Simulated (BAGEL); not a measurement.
# AlSiNH6O (SMILES [NH2][AlH][SiH2]O): HF/3-21G (density fitting with qzvpp-jkfit)

Aim: the energy change on altering one bond length of AlSiNH6O at HF/3-21G (density fitting with qzvpp-jkfit), from 2 runs. 

The results are computed with BAGEL 1.2.2.

### 1 The molecule

The species is AlSiNH6O (10 atoms), meant as a singlet with charge 0. SMILES: `[NH2][AlH][SiH2]O`. Geometry: relaxed at PBE0-D4/def2-TZVP. This is one conformer, not always the lowest.

Bond lengths: N1–Al2 1.771 Å, Al2–Si3 2.466 Å, Si3–O4 1.666 Å, N1–H5 1.008 Å, N1–H6 1.008 Å, Al2–H7 1.589 Å, Si3–H8 1.498 Å, Si3–H9 1.490 Å, O4–H10 0.958 Å. Some angles: N1–Al2–Si3 115.9°, Al2–Si3–O4 112.2°, N1–Al2–H7 117.2°, Si3–Al2–H7 126.9°, Al2–N1–H5 125.3°, Al2–N1–H6 124.5°, Al2–Si3–H8 111.5°, Al2–Si3–H9 112.0°, O4–Si3–H8 110.3°, O4–Si3–H9 104.5°.

### 2 The energy at HF/3-21G (density fitting with qzvpp-jkfit)

calc.json

```json
{ "bagel" : [

{
  "title" : "molecule",
  "basis" : "3-21g",
  "df_basis" : "qzvpp-jkfit",
  "angstrom" : true,
  "geometry" : [
    { "atom" : "N", "xyz" : [   -0.443500,    1.949800,   -0.485900 ] },
    { "atom" : "Al", "xyz" : [    0.161400,    0.932500,    0.831000 ] },
    { "atom" : "Si", "xyz" : [    0.498100,   -1.448400,    0.284800 ] },
    { "atom" : "O", "xyz" : [   -0.117800,   -1.843200,   -1.212400 ] },
    { "atom" : "H", "xyz" : [   -0.638800,    2.936000,   -0.417000 ] },
    { "atom" : "H", "xyz" : [   -0.588300,    1.632600,   -1.431200 ] },
    { "atom" : "H", "xyz" : [    0.407600,    1.632900,    2.235800 ] },
    { "atom" : "H", "xyz" : [   -0.081900,   -2.341300,    1.338200 ] },
    { "atom" : "H", "xyz" : [    1.942800,   -1.801100,    0.197600 ] },
    { "atom" : "H", "xyz" : [   -1.056500,   -1.701000,   -1.337900 ] }
  ]
},
{
  "title" : "hf"
},
{
  "title" : "print",
  "file" : "orbitals.molden",
  "orbitals" : true
}

]}
```

Run with:

```console
$ BAGEL_NUM_THREADS=1 BAGEL calc.json > calc.out
```

Output:

```text
* using 1 threads per process

  ===============================================================
  ===============================================================

  *** Geometry ***

  { "atom" : "N", "xyz" : [     -0.838094,      3.684588,     -0.918218 ] },
  { "atom" : "Al", "xyz" : [      0.305002,      1.762170,      1.570362 ] },
  { "atom" : "Si", "xyz" : [      0.941273,     -2.737079,      0.538194 ] },
  { "atom" : "O", "xyz" : [     -0.222610,     -3.483143,     -2.291104 ] },
  { "atom" : "H", "xyz" : [     -1.207157,      5.548236,     -0.788016 ] },
  { "atom" : "H", "xyz" : [     -1.111726,      3.085167,     -2.704576 ] },
  { "atom" : "H", "xyz" : [      0.770252,      3.085734,      4.225050 ] },
  { "atom" : "H", "xyz" : [     -0.154769,     -4.424416,      2.528832 ] },
  { "atom" : "H", "xyz" : [      3.671360,     -3.403586,      0.373410 ] },
  { "atom" : "H", "xyz" : [     -1.996496,     -3.214424,     -2.528265 ] },

  Number of auxiliary basis functions:      518

  Since a DF basis is specified, we compute 2- and 3-index integrals:
    o Being stored without compression. Storage requirement is 0.013 GB

  Number of basis functions:       56
  Number of electrons      :       48

    * METHOD: MOLECULE                             0.31

  *** RHF ***

  === Nuclear Repulsion ===
   198.6417286209

      * DIIS with orbital gradients will be used.

  === RHF iteration (3-21g) ===
      0       -659.89751389          0.03071357           0.07
      1       -660.04240971          0.01885344           0.08
      2       -660.11683570          0.00146823           0.06
      3       -660.11794107          0.00017429           0.06
      4       -660.11796796          0.00004026           0.06
      5       -660.11796934          0.00000937           0.05
      6       -660.11796941          0.00000261           0.06
      7       -660.11796941          0.00000117           0.06
      8       -660.11796942          0.00000035           0.06
      9       -660.11796942          0.00000012           0.05
     10       -660.11796942          0.00000005           0.06
     11       -660.11796942          0.00000001           0.06
     12       -660.11796942          0.00000000           0.07
    * SCF iteration converged.

    * Permanent dipole moment:
           (    0.696552,    -0.812028,     0.020292) a.u.

    * METHOD: HF                                   1.01

    * METHOD: PRINT                                0.01

  ===============================================================
```

Run time: 1.6 s. Hardware: 1 thread of Intel Xeon Platinum 8375C at 2.90GHz (Ice Lake), shared host; peak memory 0.098 GiB.

### 3 The distorted shape at the same level

calc.json

```json
{ "bagel" : [

{
  "title" : "molecule",
  "basis" : "3-21g",
  "df_basis" : "qzvpp-jkfit",
  "angstrom" : "true",
  "geometry" : [
    { "atom" : "N", "xyz" : [    0.025847,    1.878700,   -0.423150 ] },
    { "atom" : "Al", "xyz" : [    0.630747,    0.861400,    0.893750 ] },
    { "atom" : "Si", "xyz" : [    0.967447,   -1.519500,    0.347550 ] },
    { "atom" : "O", "xyz" : [    0.351547,   -1.914300,   -1.149650 ] },
    { "atom" : "H", "xyz" : [   -0.169453,    2.864900,   -0.354250 ] },
    { "atom" : "H", "xyz" : [   -0.118953,    1.561500,   -1.368450 ] },
    { "atom" : "H", "xyz" : [    0.876947,    1.561800,    2.298550 ] },
    { "atom" : "H", "xyz" : [    0.387447,   -2.412400,    1.400950 ] },
    { "atom" : "H", "xyz" : [    2.412147,   -1.872200,    0.260350 ] },
    { "atom" : "H", "xyz" : [   -1.056500,   -1.701000,   -1.337900 ] }
  ]
},
{
  "title" : "hf"
},
{
  "title" : "print",
  "file" : "orbitals.molden",
  "orbitals" : "true"
}

]}
```

Run with:

```console
$ BAGEL_NUM_THREADS=1 BAGEL calc.json > calc.out
```

Output:

```text
* using 1 threads per process

  ===============================================================
  ===============================================================

  *** Geometry ***

  { "atom" : "N", "xyz" : [      0.048844,      3.550228,     -0.799638 ] },
  { "atom" : "Al", "xyz" : [      1.191939,      1.627810,      1.688943 ] },
  { "atom" : "Si", "xyz" : [      1.828210,     -2.871439,      0.656774 ] },
  { "atom" : "O", "xyz" : [      0.664328,     -3.617503,     -2.172524 ] },
  { "atom" : "H", "xyz" : [     -0.320220,      5.413876,     -0.669435 ] },
  { "atom" : "H", "xyz" : [     -0.224789,      2.950807,     -2.585996 ] },
  { "atom" : "H", "xyz" : [      1.657190,      2.951374,      4.343630 ] },
  { "atom" : "H", "xyz" : [      0.732169,     -4.558775,      2.647412 ] },
  { "atom" : "H", "xyz" : [      4.558297,     -3.537945,      0.491990 ] },
  { "atom" : "H", "xyz" : [     -1.996496,     -3.214424,     -2.528265 ] },

  Number of auxiliary basis functions:      518

  Since a DF basis is specified, we compute 2- and 3-index integrals:
    o Being stored without compression. Storage requirement is 0.013 GB

  Number of basis functions:       56
  Number of electrons      :       48

    * METHOD: MOLECULE                             0.30

  *** RHF ***

  === Nuclear Repulsion ===
   196.5618048006

      * DIIS with orbital gradients will be used.

  === RHF iteration (3-21g) ===
      0       -659.75513869          0.03277586           0.06
      1       -659.89695379          0.02373325           0.06
      2       -660.02126407          0.00251195           0.05
      3       -660.02394208          0.00115278           0.06
      4       -660.02445751          0.00028509           0.05
      5       -660.02452163          0.00005913           0.06
      6       -660.02452522          0.00001752           0.05
      7       -660.02452553          0.00000803           0.06
      8       -660.02452561          0.00000385           0.05
      9       -660.02452563          0.00000162           0.05
     10       -660.02452563          0.00000062           0.06
     11       -660.02452563          0.00000029           0.05
     12       -660.02452563          0.00000012           0.07
     13       -660.02452563          0.00000006           0.05
     14       -660.02452563          0.00000003           0.06
     15       -660.02452563          0.00000001           0.05
    * SCF iteration converged.

    * Permanent dipole moment:
           (    0.695106,    -0.798246,     0.037023) a.u.

    * METHOD: HF                                   1.08

    * METHOD: PRINT                                0.01

  ===============================================================
```

It took 1.6 s on 1 thread of Intel Xeon Platinum 8375C at 2.90GHz (Ice Lake), shared host; peak memory 0.099 GiB.

### 4 Outcome

At HF/3-21G (density fitting with qzvpp-jkfit):

| quantity | value |
| --- | --- |
| first shape: total energy | -660.11797 Eh |
| first shape: dipole moment | 2.72 D |
| first shape: HOMO energy | -9.64 eV |
| first shape: LUMO energy | 1.77 eV |
| first shape: HOMO–LUMO gap | 11.41 eV |
| distorted shape: total energy | -660.02453 Eh |
| distorted shape: dipole moment | 2.69 D |
| distorted shape: HOMO energy | -9.56 eV |
| distorted shape: LUMO energy | 1.80 eV |
| distorted shape: HOMO–LUMO gap | 11.36 eV |
| energy change with the O4–H10 bond stretched from 0.958 to 1.436 Å | 2.543 eV |

In words: With the O4–H10 bond stretched from 0.958 to 1.436 Å the energy rises by 2.54 eV (245 kJ/mol). The first shape isn't relaxed at this level, so the change isn't measured from a minimum.
